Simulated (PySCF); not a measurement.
Molecule: AlBrH2, in a box.

```
CELL_PARAMETERS angstrom
12.00000 0.00000 0.00000
0.00000 12.00000 0.00000
0.00000 0.00000 11.00000
ATOMIC_POSITIONS crystal
Al 0.45987 0.51380 0.48281
Br 0.60910 0.56237 0.58785
H 0.42341 0.39424 0.48015
H 0.39274 0.61593 0.41458
```

The cell isn't the ideal one: atoms moved at random, drawn with an rms of 0.05 Å.

Base run:

```yaml
Program: PySCF 2.14.0
Functional: r2SCAN
Potentials_or_basis: def2-svp (all-electron)
k_mesh: 1 × 1 × 1
Occupations: fixed
Spin: no spin polarisation
```

Its results: gap between the frontier levels 5.19 eV.

Task: After a change of settings the same cell gave: gap between the frontier levels 4.36 eV. Which change was it?
A. functional from r2SCAN to SVWN5
B. functional from r2SCAN to BHandHLYP; dispersion from none to D4
C. functional from r2SCAN to B3LYP5; dispersion from none to D3

Result: A.

r2SCAN gives the wider gap, since meta-GGAs in the generalised Kohn-Sham scheme recover part of the derivative discontinuity.

Caveats: this is a molecule in a periodic box at the Γ point, so its band gap is the HOMO-LUMO gap; relativity is left out, which matters for the heavier elements; the basis of atomic orbitals isn't converged, which shifts pressures, moduli and gaps.

Runs at the PBE level aren't shown here.
